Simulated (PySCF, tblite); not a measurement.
**C₂H₆B₃NO₃: geometry, infrared bands and NMR shifts**

What infrared bands and NMR shifts should C₂H₆B₃NO₃ (`C/N=C/B1OBOBO1`) show?

The runs use tblite 0.8.0 and PySCF 2.14.0, with density-fitted response routines of our own; the level of theory stands in each step. All values are computed, except where a source is named. Atoms count from 0, in the outputs and in this text.

### 1 The molecule as given

15 atoms, charge 0, multiplicity 1; geometry from: force field or distance geometry start.

Bonds of the start (Å): C0–N1 1.44, N1–C2 1.27, C2–B3 1.58, B3–O4 1.47, O4–B5 1.47, B5–O6 1.46, O6–B7 1.47, B7–O8 1.47, O8–B3 1.47, C0–H9 1.11, C0–H10 1.11, C0–H11 1.11, C2–H12 1.09, B5–H13 1.20, B7–H14 1.18.

### 2 Geometry optimisation with GFN2-xTB

What the job is given:

```
{"job": {"kind": "relax", "xc": "GFN2-xTB", "basis": "xTB"}, "charge": 0, "multiplicity": 1}
C      3.013400    -0.114000    -0.022700
N      1.757300     0.579800    -0.171200
C      0.752400    -0.015800    -0.663000
B     -0.645700     0.684500    -0.857100
O     -1.652600    -0.107800    -1.577400
B     -2.232500    -1.016500    -0.580900
O     -2.930300    -0.355900     0.520700
B     -2.598800     1.078700     0.531800
O     -1.220000     1.489900     0.230900
H      2.822400    -1.105900     0.439200
H      3.490800    -0.281800    -1.013900
H      3.733700     0.461300     0.594100
H      0.860500    -1.056400    -0.974400
H     -1.625300    -2.037000    -0.436200
H     -3.529700     1.805000     0.452400
```

Command:

```
$ OMP_NUM_THREADS=1 python probes_run.py task.json out
```

One launch serves the whole session: the jobs run in the order shown.

**Question.** This job is followed by: GFN2-xTB harmonic vibrations, gas phase; GIAO PBE0/pcSseg-1 NMR shielding, non-relativistic, gas phase. Predict these results of the whole session: strongest single infrared mode (GFN2-xTB); zero-point energy (GFN2-xTB); ¹³C shifts against TMS (PBE0/pcSseg-1); ¹H shifts against TMS (PBE0/pcSseg-1, means over atoms taken as alike); ¹⁵N shifts against NH3 (PBE0/pcSseg-1); ¹¹B shifts against BF3·OEt2 (PBE0/pcSseg-1, means over atoms taken as alike); ¹⁷O shifts against H2O (PBE0/pcSseg-1, means over atoms taken as alike); surface potential, 1st and 99th percentile.

**Answer**, as computed:

```
                                                                    quantity                   value
                                   strongest single infrared mode (GFN2-xTB)  1287 cm⁻¹, 1144 km/mol
                                                zero-point energy (GFN2-xTB)           62.8 kcal/mol
                                      ¹³C shifts against TMS (PBE0/pcSseg-1)         172.9, 58.4 ppm
      ¹H shifts against TMS (PBE0/pcSseg-1, means over atoms taken as alike)    8.40, 4.62, 4.13 ppm
                                      ¹⁵N shifts against NH3 (PBE0/pcSseg-1)               494.7 ppm
¹¹B shifts against BF3·OEt2 (PBE0/pcSseg-1, means over atoms taken as alike)          26.1, 21.5 ppm
     ¹⁷O shifts against H2O (PBE0/pcSseg-1, means over atoms taken as alike)        221.8, 212.5 ppm
                                       surface potential, 1st and 99th percentile      -1.84 V and 1.68 V
```

In words: Relaxing lowered the energy by 3.059 eV in 158 steps; the close pair that moved most is B7–O8, from 1.470 to 1.356 Å. All 39 modes are real, so the xTB geometry is a minimum. The strongest single mode, at 1287 cm⁻¹, is carried by B5, B3, O8, B7. GFN2-xTB is a fitted tight-binding method: band positions and strengths are rough. Its intensities can rank the bands wrongly. At PBE0/pcSseg-1: The largest span, 1033 ppm, is at N1, where the paramagnetic term is -555 ppm. At PBE0/pcSseg-1, counted by nearest atom on the grid, the HOMO lies on N1 62 %; H12 12 %, the LUMO on N1 28 %; B3 27 %.
